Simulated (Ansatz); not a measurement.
Which YAML input does this script hand to the engine? (Ansatz 0.2.0 through its Python package)

Notebook, run cell by cell (the value of a cell's last expression is shown):

```python
import ansatz as az
import numpy as np
```

```python
GEOMETRY = """
C    -1.22620    1.88110   -0.24340
C    -0.68700    0.78400   -0.05680
C    -0.14990   -0.36280    0.14300
N    -0.73230   -1.29450    0.89010
Si    1.54050   -0.69220   -0.61640
H    -0.89470    2.85020    0.19570
H    -2.13760    1.98450   -0.86760
H    -0.17380   -1.96670    1.35880
H    -1.50380   -0.88330    1.55310
H     2.12730   -1.90440    0.04350
H     1.42400   -0.90280   -2.04450
H     2.49050    0.45180   -0.32140
"""
```

```python
c3h7nsi = az.Crystal.molecule()
for line in GEOMETRY.strip().splitlines():
    symbol, *xyz = line.split()
    c3h7nsi = c3h7nsi.atom(symbol, [float(v) for v in xyz])
```

```python
job = c3h7nsi.calculation().basis(gaussian="def2-SVP").functional("pbe0").forces()
trace = []
outcome = job.session().plan().execute(on_event=trace.append)
r = outcome.report
```

```python
r["n_occupied"], r["n_virtual"]
```

    ([23, 23], [86, 86])

```python
for event in trace:
    if event["event"] == "mean_field_evaluation" and event["data"]["evaluation"] <= 25:
        print("pass {evaluation:3d}  E = {energy_ev:.6f} eV  gradient {gradient_ev:.1e}".format(**event["data"]))
```

    pass   1  E = -12568.031868 eV  gradient 5.2e+01
    pass   2  E = -12566.368339 eV  gradient 5.8e+01
    pass   3  E = -12574.775174 eV  gradient 5.1e+00
    pass   4  E = -12574.811736 eV  gradient 3.3e+00
    pass   5  E = -12574.836395 eV  gradient 6.4e-01
    pass   6  E = -12574.836389 eV  gradient 6.4e-01
    pass   7  E = -12575.056517 eV  gradient 9.9e-01
    pass   8  E = -12575.059016 eV  gradient 3.6e-01
    pass   9  E = -12575.059047 eV  gradient 3.5e-01
    pass  10  E = -12575.059334 eV  gradient 3.3e-02
    pass  11  E = -12575.059336 eV  gradient 8.2e-03
    pass  12  E = -12575.059346 eV  gradient 9.5e-03
    pass  13  E = -12575.059346 eV  gradient 2.1e-03
    pass  14  E = -12575.059346 eV  gradient 4.2e-04
    pass  15  E = -12575.059346 eV  gradient 8.4e-05
    pass  16  E = -12575.059346 eV  gradient 9.6e-05
    pass  17  E = -12575.059346 eV  gradient 1.8e-05
    pass  18  E = -12575.059346 eV  gradient 1.8e-05

```python
for key in ("converged", "free_energy_ev", "reference_energy_ev", "n_frozen", "n_occupied", "n_virtual"):
    print(f"{key:22s} {r[key]}")
```

    converged              True
    free_energy_ev         -12575.059375501587
    reference_energy_ev    -12575.059375501587
    n_frozen               0
    n_occupied             [23, 23]
    n_virtual              [86, 86]

```python
state = r["mean_field"]["state"]
print(f"mean field: {state['energy']['hartree']:.7f} Ha, <S^2> = {abs(state['spin_squared']):.4f}, stability: {state.get('stability', {}).get('kind')}")

symbols = [site.symbol for site in c3h7nsi.cartesian_sites]
print("forces (eV/A)")
for symbol, f in zip(symbols, r["forces_ev_ang"]):
    print(f"  {symbol:2s} {f[0]:9.4f} {f[1]:9.4f} {f[2]:9.4f}")
```

    mean field: -462.1249084 Ha, <S^2> = 0.0000, stability: minimum
    forces (eV/A)
      C    -2.9851    5.8279   -1.0205
      C     1.7611   -2.3005    0.3708
      C     2.2681   -0.3902   -1.1825
      N    -3.9335   -0.6510    3.4222
      Si    0.3751    0.3171    0.6812
      H    -0.1928   -0.4922    0.1826
      H     0.4069    0.0655   -0.2386
      H     0.7222   -0.6461    0.5114
      H     1.8882   -1.2941   -1.6355
      H    -0.0834   -0.0442   -0.0511
      H     0.0745   -0.1446   -0.8875
      H    -0.3015   -0.2476   -0.1524

```python
charges = r["charge_distribution"]
dipole = np.array(charges["dipole_moment_e_ang"]) * 4.803205
print("dipole (D): {:.3f} {:.3f} {:.3f}, length {:.3f}".format(*dipole, np.linalg.norm(dipole)))
print("atom  Mulliken   Lowdin")
for symbol, m, l in zip(symbols, charges["mulliken_charges_e"], charges["lowdin_charges_e"]):
    print(f"{symbol:4s} {m:9.3f} {l:8.3f}")
```

    dipole (D): -0.035 -0.612 1.411, length 1.539
    atom  Mulliken   Lowdin
    C       -0.297   -0.019
    C        0.154   -0.158
    C       -0.301   -0.247
    N       -0.165    0.168
    Si       0.431    0.381
    H        0.065    0.023
    H        0.063    0.021
    H        0.117   -0.011
    H        0.143    0.064
    H       -0.091   -0.079
    H       -0.058   -0.072
    H       -0.060   -0.071

`input.yaml`:
```yaml
crystal:
  periodic: [false, false, false]
  atoms:
    - { symbol: C, position_ang: [-1.2262, 1.8811, -0.2434] }
    - { symbol: C, position_ang: [-0.687, 0.784, -0.0568] }
    - { symbol: C, position_ang: [-0.1499, -0.3628, 0.143] }
    - { symbol: "N", position_ang: [-0.7323, -1.2945, 0.8901] }
    - { symbol: Si, position_ang: [1.5405, -0.6922, -0.6164] }
    - { symbol: H, position_ang: [-0.8947, 2.8502, 0.1957] }
    - { symbol: H, position_ang: [-2.1376, 1.9845, -0.8676] }
    - { symbol: H, position_ang: [-0.1738, -1.9667, 1.3588] }
    - { symbol: H, position_ang: [-1.5038, -0.8833, 1.5531] }
    - { symbol: H, position_ang: [2.1273, -1.9044, 0.0435] }
    - { symbol: H, position_ang: [1.424, -0.9028, -2.0445] }
    - { symbol: H, position_ang: [2.4905, 0.4518, -0.3214] }
basis:
  gaussian: { orbitals: def2-SVP }
hamiltonian:
  xc: pbe0
output:
  forces: true
```

The program run on that file:
```console
$ ansatz run input.yaml --threads 1 --pin off --max-ram 4096MiB --backend cpu --events-out ev --progress --plain --runs-dir out
Engine: ansatz 0.2.0, aarch64-unknown-linux-gnu
Functional definition: PBE0
  parameter a = 0.25
  parameter kappa = 0.804
  parameter beta = 0.06672455060314922
  exchange = (1 - a)*pbe_x(kappa = kappa, mu = beta*pi^2/3) + a*exact_x
  correlation = pbe_c(beta = beta)
1106 factors; integrals over basis functions are off by at most 1.2e-3 eV
mean field evaluation 1: about -12568.0319 eV, gradient 5.2e1 eV
mean field evaluation 2: about -12566.3683 eV, gradient 5.8e1 eV
mean field evaluation 4: about -12574.8117 eV, gradient 3.3e0 eV
mean field evaluation 8: about -12575.0590 eV, gradient 3.6e-1 eV
mean field evaluation 16: about -12575.0593 eV, gradient 9.6e-5 eV
mean field -12575.05934625 eV, -462.1249072934 hartree, gradient 1.8e-5 eV, S^2 0.000000; 0 other end points of the search recorded, 0 dependent functions left out
the calculation of the forces begins
reference -12575.05937550 eV, -462.1249083683 hartree; 23, 23 occupied and 86, 86 virtual orbitals, 1106 factors
Total energy: -12575.05937550 eV, -462.1249083683 hartree
Atom 0 at    -1.226200     1.881100    -0.243400 Å, force    -2.985070     5.827906    -1.020533 eV/Å
Atom 1 at    -0.687000     0.784000    -0.056800 Å, force     1.761077    -2.300501     0.370825 eV/Å
Atom 2 at    -0.149900    -0.362800     0.143000 Å, force     2.268111    -0.390169    -1.182480 eV/Å
Atom 3 at    -0.732300    -1.294500     0.890100 Å, force    -3.933454    -0.651038     3.422158 eV/Å
Atom 4 at     1.540500    -0.692200    -0.616400 Å, force     0.375088     0.317089     0.681153 eV/Å
Atom 5 at    -0.894700     2.850200     0.195700 Å, force    -0.192801    -0.492199     0.182554 eV/Å
Atom 6 at    -2.137600     1.984500    -0.867600 Å, force     0.406918     0.065544    -0.238645 eV/Å
Atom 7 at    -0.173800    -1.966700     1.358800 Å, force     0.722207    -0.646122     0.511443 eV/Å
Atom 8 at    -1.503800    -0.883300     1.553100 Å, force     1.888231    -1.294062    -1.635518 eV/Å
Atom 9 at     2.127300    -1.904400     0.043500 Å, force    -0.083362    -0.044231    -0.051113 eV/Å
Atom 10 at     1.424000    -0.902800    -2.044500 Å, force     0.074522    -0.144607    -0.887484 eV/Å
Atom 11 at     2.490500     0.451800    -0.321400 Å, force    -0.301468    -0.247611    -0.152359 eV/Å
Dipole moment:    -0.007321    -0.127377     0.293839 e Å
```

Caveats:
- Total energies depend on the basis set; only differences at equal settings carry meaning.
- The geometry is a force-field or estimated start, not a minimum of this method, and the basis set is short of its limit.
- The Löwdin charges here are taken after orthogonalising the functions within each atom; they differ from plain Löwdin charges, and their signs can be unphysical.
- Early passes use coarser integrals and grids, so their energies can't be compared with the last.
- Run time: 4.4 s on 1 thread of Arm Neoverse V2, on a shared host, peak memory 0.28 GiB.
